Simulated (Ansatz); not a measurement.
# GeH₃Br: small, medium and large basis sets

Aim: see how fast density functionals converge with the basis set for GeH₃Br.

Computed with Ansatz 0.2.0, Gaussian basis. Level: one geometry, several basis sets.

Plan: PBE0-D4/def2-SVP; ωB97M-V/def2-SVP; PBE0-D4/def2-QZVPP; ωB97M-V/def2-QZVPP; the functionals' def2-TZVPP values are taken from earlier runs.

### 1 Structure used throughout

The geometry comes from an earlier relaxation with PBE0-D4 in a triple-zeta def2 set; it is a stationary point.

SMILES `[GeH3][Br]`, 5 atoms, charge 0, spin multiplicity 1.

Atoms are counted from 1 here; the program's logs count them from 0.

Bond lengths: Ge1–Br2 2.309 Å, Ge1–H3 1.532 Å, Ge1–H4 1.532 Å, Ge1–H5 1.532 Å. Angles: Br2–Ge1–H3 107.2°, Br2–Ge1–H4 107.2°, Br2–Ge1–H5 107.2°, H3–Ge1–H4 111.7°, H3–Ge1–H5 111.7°, H4–Ge1–H5 111.7°.

As a file:

```
Ge    0.1491   -0.0011   -0.1375
Br   -1.5388   -0.1665    1.4298
H     0.1386    1.4371   -0.6638
H    -0.1621   -1.0110   -1.2461
H     1.4632   -0.3322    0.5760
```

### 2 PBE0-D4 in def2-SVP

in.yaml

```yaml
crystal:
  periodic: [false, false, false]
  atoms:
    - {symbol: Ge, position_ang: [0.149106, -0.001111, -0.137488]}
    - {symbol: Br, position_ang: [-1.538842, -0.166535, 1.429849]}
    - {symbol: H, position_ang: [0.138593, 1.437103, -0.663841]}
    - {symbol: H, position_ang: [-0.162095, -1.010972, -1.246056]}
    - {symbol: H, position_ang: [1.463238, -0.332185, 0.576036]}
basis:
  gaussian: {orbitals: def2-SVP}
hamiltonian: {xc: pbe0, dispersion: d4}
output: {orbitals: {seedname: orbitals}}
```

Command:

```
$ ansatz run in.yaml --threads 4 --pin off --events-out ev --progress --plain --max-ram 10444MiB
```

The runs that follow: ωB97M-V in def2-SVP; PBE0-D4 in def2-QZVPP; ωB97M-V in def2-QZVPP.

Q: Predict the results of all the runs planned. Wanted: PBE0-D4: double and triple zeta above quadruple; ωB97M-V: double and triple zeta above quadruple.

**Answer**, as computed:

```
                                       quantity           value
PBE0-D4: double and triple zeta above quadruple  18.36, 2.66 eV
ωB97M-V: double and triple zeta above quadruple  18.25, 2.59 eV
```

In words: For PBE0-D4 the step from double to triple zeta gains 15.70 eV and the next only 2.66 eV. Total energies overstate the basis error of differences, where much of it tends to cancel. The LUMO of ωB97M-V is positive and keeps falling with the basis (1.56 to 0.90 eV): an unbound level that the basis holds in place.
